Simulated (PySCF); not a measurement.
# C2H4Cl2O2Si: the cost of one run

The runs use PySCF 2.14.0, with density-fitted response routines of our own; the level of theory stands in each step. All values are computed, except where a source is named. Atoms are numbered from 0 throughout.

## 1. Starting geometry

11 atoms, charge 0, multiplicity 1; geometry from: PBE0-D3(BJ)/def2-SVP.

Bonds of the start (Å): O0–C1 1.20, C1–O2 1.33, O2–Si3 1.71, Si3–Cl4 2.05, Si3–C5 1.87, C5–Cl6 1.79, C1–H7 1.11, Si3–H8 1.48, C5–H9 1.10, C5–H10 1.10.

## 2. Nuclear shieldings: PBE0/6-31G*

Job settings and geometry (Å):

```
{"job": {"kind": "nmr", "xc": "PBE0", "basis": "6-31G*", "pop": true}, "charge": 0, "multiplicity": 1}
O      1.858121     0.390217     0.977857
C      1.986416    -0.093927    -0.112550
O      1.022857    -0.744699    -0.758326
Si    -0.522685    -0.862593    -0.041856
Cl    -1.651018    -1.790161    -1.477215
C     -1.205105     0.844316     0.317253
Cl    -1.023753     1.890891    -1.117425
H      2.920496    -0.062496    -0.709150
H     -0.460863    -1.725131     1.161670
H     -2.270085     0.798490     0.588958
H     -0.642360     1.295385     1.147367
```

With the program's defaults for keys left out, this is: GIAO PBE0/6-31G* NMR shielding, non-relativistic, gas phase.

On the command line:

```
$ OMP_NUM_THREADS=1 python probes_run.py task.json out
```

The driver reads the jobs from task.json and runs them one after another.

Q: Estimate the wall time and peak memory of this first job on 1 thread of Arm Neoverse V1, shared host.

About 13 s, with a peak of 0.65 GiB.
